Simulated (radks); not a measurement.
**The Coulomb parameter U of the 3d shell of Cu⁺**

Aim: U as the second difference [E(n + 1) + E(n − 1) − 2E(n)]/1², with all orbitals relaxed. Bare: the atom's charge changes with n. Screened: the 4p shell takes up the change. The start is a model configuration, not necessarily the ground state.

Method: scalar-relativistic Kohn-Sham, BLYP, spin-unpolarised, spherical densities, finite nucleus. Code: radks (a radial shooting solver on a logarithmic mesh, Libxc functionals) version 1.

**1. What is computed**

```
element            : copper (Z = 29)
charge             : +1
electrons          : 28
configuration      : [Ar] 3d8.5 4p1.5
nuclear rms radius : 3.8823 fm
```

**2. Start: [Ar] 3d8.5 4p1.5**

Input:

```text
Z 29
configuration [Ar] 3d8.5 4p1.5
relativity scalar-relativistic
functional b88,lyp
spin unpolarised
nucleus finite rms 3.8823 fm
c 137.035999084
```

**3. Bare +1: [Ar] 3d9.5 4p1.5**

Input: that of step 2 with these lines changed.

```diff
@@ -1,3 +1,3 @@
 Z 29
-configuration [Ar] 3d8.5 4p1.5
+configuration [Ar] 3d9.5 4p1.5
 relativity scalar-relativistic
```

**4. Bare -1: [Ar] 3d7.5 4p1.5**

Input: that of step 3 with these lines changed.

```diff
@@ -1,3 +1,3 @@
 Z 29
-configuration [Ar] 3d9.5 4p1.5
+configuration [Ar] 3d7.5 4p1.5
 relativity scalar-relativistic
```

**5. Screened +1: [Ar] 3d9.5 4p0.5**

Input: that of step 4 with these lines changed.

```diff
@@ -1,3 +1,3 @@
 Z 29
-configuration [Ar] 3d7.5 4p1.5
+configuration [Ar] 3d9.5 4p0.5
 relativity scalar-relativistic
```

**6. Screened -1: [Ar] 3d7.5 4p2.5**

Input: that of step 5 with these lines changed.

```diff
@@ -1,3 +1,3 @@
 Z 29
-configuration [Ar] 3d9.5 4p0.5
+configuration [Ar] 3d7.5 4p2.5
 relativity scalar-relativistic
```

What does the calculation give?

The runs gave:

| quantity | value (eV) |
| --- | --- |
| U, bare | 16.259 |
| U, screened by 4p | 6.013 |
| F0(3d,3d), frozen orbitals | 28.141 |

What this shows: Relaxing the orbitals brings U down to 58 % of the Slater integral F0. Letting 4p compensate leaves 37 % of the bare value; this second difference measures U(3d,3d) + U(4p,4p) − 2U(3d,4p). A solid screens further than the bare atom, so the bare value is an upper guide for the U of a crystal.
